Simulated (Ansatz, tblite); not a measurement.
# The cluster In₄P₂Cl₆: rung by rung

One table from this session's results is given with a row withheld; the runs are named, their logs left out.

Program: Ansatz 0.2.0, Gaussian basis. Level of theory: as each input shows. These are calculated values, not measurements.

Plan: GFN1-xTB, GFN2-xTB, PBE-D4/def2-SVP, r2SCAN-D4/def2-SVP, MP2/def2-SVP.

7 further runs of the same task are left out: 5 that didn't finish, 2 set aside as unsound or not needed. Runs told in other sessions of the task aren't counted.

## The relaxed structure

The singlet was relaxed beforehand with r2SCAN-D4/def2-SVP. At that level it is the lowest of the isomers that a small search found.

12 atoms, charge 0, spin multiplicity 1.

Bond lengths: In1–P5 2.470 Å, In1–Cl10 2.328 Å, In1–Cl11 2.678 Å, In1–Cl12 2.676 Å, In2–P5 2.595 Å, In2–P6 2.595 Å, In2–Cl8 2.348 Å, In2–Cl12 2.900 Å, In3–P5 2.595 Å, In3–P6 2.595 Å, In3–Cl9 2.348 Å, In3–Cl11 2.898 Å, In4–P6 2.470 Å, In4–Cl7 2.328 Å, In4–Cl11 2.677 Å, In4–Cl12 2.676 Å. Angles: P5–In1–Cl10 144.0°, P5–In1–Cl11 102.1°, P5–In1–Cl12 102.2°, Cl10–In1–Cl11 104.2°, Cl10–In1–Cl12 104.2°, Cl11–In1–Cl12 84.7°, P5–In2–P6 103.1°, P5–In2–Cl8 126.5°, P5–In2–Cl12 93.5°, P6–In2–Cl8 126.3°, P6–In2–Cl12 93.5°, Cl8–In2–Cl12 101.7°, P5–In3–P6 103.1°, P5–In3–Cl9 126.5°, P5–In3–Cl11 93.5°, P6–In3–Cl9 126.3°, P6–In3–Cl11 93.5°, Cl9–In3–Cl11 101.7° and more.

In takes a core potential in the def2 sets. No spin-orbit coupling is included.

PBE0-D4/def2-SVP was run before; its log isn't repeated, and its numbers join the tables.

The first run:

Tight binding, by tblite at 300 K electronic temperature and without a spin-polarisation term:

```python
tblite.interface.Calculator('GFN1-xTB', numbers, positions, charge=0, uhf=0).singlepoint()
```

Tight binding, by tblite at 300 K electronic temperature and without a spin-polarisation term:

```python
tblite.interface.Calculator('GFN2-xTB', numbers, positions, charge=0, uhf=0).singlepoint()
```

start.molden holds the orbitals of an earlier run on this state, given as this run's starting guess.

Contents of in.yaml:

```yaml
crystal:
  periodic: [false, false, false]
  atoms:
    - {symbol: In, position_ang: [1.570655, 0.716909, -1.245226]}
    - {symbol: In, position_ang: [-1.836143, 1.051915, -0.606985]}
    - {symbol: In, position_ang: [0.164449, 1.060669, 1.921918]}
    - {symbol: In, position_ang: [-0.546467, -2.007977, 0.438361]}
    - {symbol: P, position_ang: [0.256181, 2.535032, -0.211754]}
    - {symbol: P, position_ang: [-1.984668, -0.350580, 1.571309]}
    - {symbol: Cl, position_ang: [-0.168738, -4.286171, 0.145930]}
    - {symbol: Cl, position_ang: [-3.592243, 1.482965, -2.105203]}
    - {symbol: Cl, position_ang: [1.217878, 1.505321, 3.972993]}
    - {symbol: Cl, position_ang: [3.361837, 0.255044, -2.658382]}
    - {symbol: Cl, position_ang: [1.896718, -0.976120, 0.803289]}
    - {symbol: Cl, position_ang: [-0.339480, -0.987007, -2.026259]}
basis:
  gaussian: {orbitals: def2-SVP, initial_orbitals: start.molden}
hamiltonian: {xc: pbe, dispersion: d4}
scf: {omitted_lower_state_checks: [starts]}
output: {forces: true, orbitals: {seedname: orbitals}}
```

On the command line:

```console
$ ansatz run in.yaml --threads 4 --pin off --events-out ev --progress --plain --max-ram 6963MiB
```

Among the steps run: PBE-D4/def2-SVP; r2SCAN-D4/def2-SVP; MP2/def2-SVP.

One of the session's tables, all rows but one given; the rest of the session is left out.

It belongs to the step «Binding energy». 

```
             level  binding an atom (eV)
       HF/def2-SVP                     ?
   PBE-D4/def2-SVP                 2.830
r2SCAN-D4/def2-SVP                 2.783
  PBE0-D4/def2-SVP                 2.773
      MP2/def2-SVP                 2.620
```

Estimate the missing values for HF/def2-SVP.

**Answer.** binding an atom (eV): 1.771. In the column «binding an atom (eV)» it is the lowest.

Caveats from the session: Free atoms were run apart at each level; binding is atoms less cluster, divided by the number of atoms, without zero-point or spin-orbit terms.
